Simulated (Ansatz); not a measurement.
**UHSE06/aug-cc-pVTZ run of OF (Oxygen monofluoride)**

What is the electronic atomisation energy of OF (Oxygen monofluoride) at UHSE06/aug-cc-pVTZ? 

The results are computed with Ansatz 0.2.0.

38 further runs of the same task are left out: 38 set aside as unsound or not needed.

## Step 1: The molecule

The species is OF (2 atoms), meant as a doublet with charge 0. As SMILES, `[O]F`. The coordinates come from a PBE0-D4/def2-TZVP relaxation.

Bond lengths: O1–F2 1.330 Å.

## Step 2: The energy at UHSE06/aug-cc-pVTZ

Input file molecule.yaml:

```yaml
crystal:
  periodic: [false, false, false]
  atoms:
    - {symbol: O, position_ang: [0.000000, 0.000000, -0.015950]}
    - {symbol: F, position_ang: [-0.000000, -0.000000, 1.314400]}
basis:
  gaussian:
    orbitals: aug-cc-pVTZ
magnetization:
  spin_polarized: true
  initial_magnetization: 1
hamiltonian:
  xc: {name: HSE06}
accuracy: high
output: {orbitals: {seedname: orbitals}}
```

Run with:

```
$ ansatz run molecule.yaml --threads 1 --pin off --max-ram 3480MiB --events-out events.jsonl --progress --plain --runs-dir runs
```

Output:

```text
Warning: RAYON_NUM_THREADS=1 ignored (pool sized by the plan → 1); use --threads N
Functional definition: HSE06
  name "HSE06"
  parameter a = 0.25
  parameter omega = 0.11/bohr
  exchange = pbe_x - a*pbe_x_sr(omega) + a*exact_x_sr(omega)
  correlation = pbe_c
1299 factors; integrals over basis functions are off by at most 3.4e-9 eV
72 factors; integrals over basis functions are off by at most 1.8e-9 eV
mean field evaluation 1: about -4754.8750 eV, gradient 1.4e1 eV
mean field evaluation 2: about -4753.9496 eV, gradient 2.3e1 eV
mean field evaluation 4: about -4755.5855 eV, gradient 1.4e0 eV
mean field evaluation 8: about -4755.6736 eV, gradient 5.9e-2 eV
mean field evaluation 16: about -4755.6737 eV, gradient 1.9e-5 eV
mean field -4755.67365857 eV, -174.7677834411 hartree, gradient 1.3e-8 eV, S^2 0.753717; 0 other end points of the search recorded, 0 dependent functions left out
reference -4755.67366221 eV, -174.7677835750 hartree; 9, 8 occupied and 83, 84 virtual orbitals, 1299 factors
Total energy: -4755.67366221 eV, -174.7677835750 hartree
```

It took 4.8 s on 1 thread of Arm Neoverse V1, shared host; peak memory 0.21 GiB.

## Step 3: The F atom at the same level

Input file input.yaml:

```yaml
basis:
  gaussian:
    orbitals: aug-cc-pVTZ
crystal:
  periodic: [false, false, false]
  atoms:
    - {symbol: F, position_ang: [0.000000, 0.000000, 0.000000]}
magnetization:
  spin_polarized: true
  initial_magnetization: 1
hamiltonian:
  xc: hse06
accuracy: high
```

Run the same way, it converges to -99.66775 Eh (log not shown).

## Step 4: The O atom, same level

Input file in.yaml:

```yaml
crystal:
  periodic: [false, false, false]
  atoms:
    - {symbol: O, position_ang: [0.000000, 0.000000, 0.000000]}
basis:
  gaussian:
    orbitals: aug-cc-pVTZ
accuracy: high
magnetization:
  spin_polarized: true
  initial_magnetization: 2
hamiltonian:
  xc: hse06
```

Run the same way, it converges to -75.01283 Eh (log not shown).

## Step 5: Outcome

Level: UHSE06/aug-cc-pVTZ.

```
                                    quantity          value
                      molecule: total energy  -174.76778 Eh
molecule: HOMO energy (highest over α and β)       -8.74 eV
 molecule: LUMO energy (lowest over α and β)       -5.05 eV
                              molecule: ⟨S²⟩          0.754
                        F atom: total energy   -99.66775 Eh
                                F atom: ⟨S²⟩          0.752
                        O atom: total energy   -75.01283 Eh
                                O atom: ⟨S²⟩          2.004
               electronic atomisation energy       2.373 eV
```

What this shows: Taking the molecule apart into free atoms costs 2.37 eV (229 kJ/mol), before zero-point energy and without spin-orbit coupling.
